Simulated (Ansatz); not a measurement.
# TaH3 (quintet): wave-function methods side by side, def2-TZVPP

One table from this session's results is given with a row withheld; the runs are named, their logs left out.

Program: Ansatz 0.2.0, Gaussian basis. Level of theory: def2-TZVPP, core rule «outside noble gas», up to 4 orbitals frozen. These are calculated values, not measurements.

Plan: UHF; ROHF; CCSD(T) on UHF.

## What is computed

The geometry is a PBE0/def2-TZVP stationary point (not a proven minimum). No spin-orbit coupling is included. Elements past krypton take def2 core potentials.

4 atoms, charge 0, spin multiplicity 5.

Atoms are counted from 1 here; the program's logs count them from 0.

Bond lengths: Ta1–H2 2.075 Å, Ta1–H3 2.075 Å, Ta1–H4 1.813 Å, H2–H3 0.801 Å. Angles: H2–Ta1–H3 22.3°, H2–Ta1–H4 168.9°, H3–Ta1–H4 168.9°, Ta1–H2–H3 78.9°, Ta1–H3–H2 78.9°.

The first run:

The input, in.yaml:

```yaml
crystal:
  periodic: [false, false, false]
  atoms:
    - {symbol: Ta, position_ang: [0.000000, 0.000000, 0.012372]}
    - {symbol: H, position_ang: [0.000000, -0.400716, -2.023105]}
    - {symbol: H, position_ang: [0.000000, 0.400716, -2.023105]}
    - {symbol: H, position_ang: [0.000000, 0.000000, 1.825162]}
basis:
  gaussian: {orbitals: def2-TZVPP}
magnetization: {spin_polarized: true, initial_magnetization: 4}
hamiltonian: {xc: hf}
output: {orbitals: {seedname: orbitals}}
```

Launch:

```sh
$ ansatz run in.yaml --threads 1 --pin off --events-out ev --progress --plain --max-ram 4096MiB --backend cpu
```

Steps of the session up to this table: UHF; ROHF; CCSD(T) on UHF.

One table of the session follows, with a row left open; its other results are not shown here.

| method | from UCCSD(T) (meV) |
| --- | --- |
| ROHF | +4155.2 |
| UHF | ? |
| UMP2 | +715.4 |
| UCCSD | +109.4 |
| UCCSD(T) | 0 |

Estimate the missing values for UHF.

As computed: from UCCSD(T) (meV): +3969.7. In the column «from UCCSD(T) (meV)» it lies between UMP2 (+715.4) and ROHF (+4155.2).
